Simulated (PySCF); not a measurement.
**Calcium: the same states on changed settings**

An exercise on one series of results from a longer session: the logs are not shown, and one member is left open.

Program: PySCF 2.14.0. Level of theory: unrestricted determinants in a Gaussian basis, no spin-orbit coupling in the energies. These are calculated values, not measurements, unless marked.

**What is computed**

* Element: calcium (Z = 20)
* Basis: STO-3G
* Hamiltonian: the non-relativistic Hamiltonian (point nucleus)
* State 1: Ca: [Ar] 4s2, closed-shell 1S
* State 2: Ca⁺: [Ar] 4s1, 2S determinant
* Methods: UHF, TPSS, M06-2X, MP2, CCSD(T)
* Core shells frozen in the correlated runs: valence: [Ar] (for Ca)

Outer shells as boxes (Hund's rule):

Ca [Ar] 4s2
```
[Ar] core
4s [↑↓]
```

Ca+ [Ar] 4s1
```
[Ar] core
4s [↑ ]
```

The sound run (aug-cc-pVDZ-X2C, scalar relativity by spin-free X2C-1e, symmetry-adapted start, fine grid, valence correlation) gave:

| species | method | energy (hartree) |
| --- | --- | --- |
| Ca | UHF | -679.62922 |
| Ca | TPSS | -680.46433 |
| Ca | M06-2X | -680.47443 |
| Ca | MP2 (valence) | -679.64677 |
| Ca | CCSD(T) (valence) | -679.65715 |
| Ca⁺ | UHF | -679.44009 |
| Ca⁺ | TPSS | -680.24289 |
| Ca⁺ | M06-2X | -680.24255 |

One driver process ran all states and methods and kept the integrals in memory. Each run is shown as a PySCF script that sums up its settings (the driver passes frozen orbitals as a list and adds second-order terms of double hybrids); the logs are those of the runs themselves. The driver starts from symmetry-adapted Hartree-Fock orbitals, holds the occupation by maximum overlap and uses a logarithmic radial grid for functionals, so a plain start would take other cycles.

The first run:

The driver's launch:

```console
> OMP_NUM_THREADS=1 python atomrun2.py TASK.json OUT
```

File input.py:

```python
from pyscf import gto, scf, dft, mp, cc
import basis_set_exchange as bse
mol = gto.M(atom="Ca 0 0 0", charge=0, spin=0, symmetry="D2h",
            basis=gto.basis.parse(bse.get_basis("STO-3G", elements=["Ca"], fmt="nwchem", header=False)))
mf = scf.UHF(mol)
mf.irrep_nelec = {'Ag': (4, 4), 'B1u': (2, 2), 'B2u': (2, 2), 'B3u': (2, 2)}
mf.kernel()
```

Steps of the session up to this table: Changed run, Ca; Changed run, Ca⁺, method by method.

One of the session's tables, all rows but one given; the rest of the session is left out.

Ionisation energy of Ca:

| method | sound run (eV) |
| --- | --- |
| UHF | 5.147 |
| TPSS | ? |
| M06-2X | 6.310 |
| MP2 | 5.624 |
| SCS-MP2 | 5.720 |
| CCSD | 5.907 |
| CCSD(T) | 5.907 |
| CCSDT | 5.907 |
| FCI | 5.907 |

Estimate the missing values for TPSS.

As computed: sound run (eV): 6.026. In the column «sound run (eV)» it lies between FCI (5.907) and M06-2X (6.310).
